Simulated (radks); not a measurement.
# Valence configurations of Ge⁺

Aim: which of several valence configurations of Ge⁺ lies lowest at this level, and whether it is the one NIST lists ([Ar] 3d10 4s2 4p1).

Program: radks (a radial shooting solver on a logarithmic mesh, Libxc functionals) version 1. Level of theory: Dirac Kohn-Sham, PBE, spin-unpolarised, spherical densities, point nucleus; open shells are shared between the two j in proportion to 2j + 1. These are calculated values, not measurements, unless marked.

**1. What is computed**

```
element       : germanium (Z = 32)
charge        : +1
electrons     : 31
configuration : [Ar] 3d10 4s2 4p1
others tried  : 3d10 4s1 4p2; 3d9 4s2 4p2; 3d9.5 4s1.5 4p2; 3d10 4p3; 3d8 4s2 4p3; 3d10 4s1.5 4p1.5; 3d9 4s1 4p3; 3d8 4s1 4p4; 3d8.5 4s1.5 4p3
```

The outer shells:

Ge⁺
```
[Ar] core
3d [↑↓][↑↓][↑↓][↑↓][↑↓]
4s [↑↓]
4p [↑ ][  ][  ]
```

**2. [Ar] 3d10 4s2 4p1**

Input:

```text
Z 32
configuration [Ar] 3d10 4s2 4p1
relativity Dirac
functional pbe,pbe
spin unpolarised
j_filling average
nucleus point
c 137.035999084
```

**3. [Ar] 3d10 4s1 4p2**

Settings, as their differences from step 2:

```diff
@@ -1,3 +1,3 @@
 Z 32
-configuration [Ar] 3d10 4s2 4p1
+configuration [Ar] 3d10 4s1 4p2
 relativity Dirac
```

**4. [Ar] 3d9 4s2 4p2**

Settings, as their differences from step 3:

```diff
@@ -1,3 +1,3 @@
 Z 32
-configuration [Ar] 3d10 4s1 4p2
+configuration [Ar] 3d9 4s2 4p2
 relativity Dirac
```

**5. [Ar] 3d9.5 4s1.5 4p2**

Settings, as their differences from step 4:

```diff
@@ -1,3 +1,3 @@
 Z 32
-configuration [Ar] 3d9 4s2 4p2
+configuration [Ar] 3d9.5 4s1.5 4p2
 relativity Dirac
```

**6. [Ar] 3d10 4p3**

Settings, as their differences from step 5:

```diff
@@ -1,3 +1,3 @@
 Z 32
-configuration [Ar] 3d9.5 4s1.5 4p2
+configuration [Ar] 3d10 4p3
 relativity Dirac
```

**7. [Ar] 3d8 4s2 4p3**

Settings, as their differences from step 6:

```diff
@@ -1,3 +1,3 @@
 Z 32
-configuration [Ar] 3d10 4p3
+configuration [Ar] 3d8 4s2 4p3
 relativity Dirac
```

**8. [Ar] 3d10 4s1.5 4p1.5**

Settings, as their differences from step 7:

```diff
@@ -1,3 +1,3 @@
 Z 32
-configuration [Ar] 3d8 4s2 4p3
+configuration [Ar] 3d10 4s1.5 4p1.5
 relativity Dirac
```

**9. [Ar] 3d9 4s1 4p3**

Settings, as their differences from step 8:

```diff
@@ -1,3 +1,3 @@
 Z 32
-configuration [Ar] 3d10 4s1.5 4p1.5
+configuration [Ar] 3d9 4s1 4p3
 relativity Dirac
```

**10. [Ar] 3d8 4s1 4p4**

Settings, as their differences from step 9:

```diff
@@ -1,3 +1,3 @@
 Z 32
-configuration [Ar] 3d9 4s1 4p3
+configuration [Ar] 3d8 4s1 4p4
 relativity Dirac
```

**11. [Ar] 3d8.5 4s1.5 4p3**

Settings, as their differences from step 10:

```diff
@@ -1,3 +1,3 @@
 Z 32
-configuration [Ar] 3d8 4s1 4p4
+configuration [Ar] 3d8.5 4s1.5 4p3
 relativity Dirac
```

What does the calculation give? Wanted: for each run, valence; E − E(NIST configuration); highest level; its energy; 1s shift.

As calculated:

```tsv
valence	E − E(NIST configuration) (eV)	highest level	its energy (eV)	1s shift (eV)
3d10 4s2 4p1	0.000	4p3/2	-11.162	+0.00
3d10 4s1.5 4p1.5	4.332	4p3/2	-11.558	-0.92
3d10 4s1 4p2	8.713	4p3/2	-11.939	-1.81
3d10 4p3	17.614	4p3/2	-12.660	-3.53
3d9.5 4s1.5 4p2	19.129	4p3/2	-12.506	-6.88
3d9 4s2 4p2	31.235	4p3/2	-13.079	-12.24
3d9 4s1 4p3	40.870	4p3/2	-13.767	-13.90
3d8.5 4s1.5 4p3	55.121	4p3/2	-14.331	-19.50
3d8 4s2 4p3	71.241	4p3/2	-14.901	-25.36
3d8 4s1 4p4	81.739	4p3/2	-15.524	-26.89
```

In words: Theory agrees with NIST among these: the next, 3d10 4s1.5 4p1.5, lies 4.332 eV higher. The energies are those of spherical spin-averaged densities, not of single terms. The 1s eigenvalue shifts by up to 26.89 eV as the valence charge is rearranged.
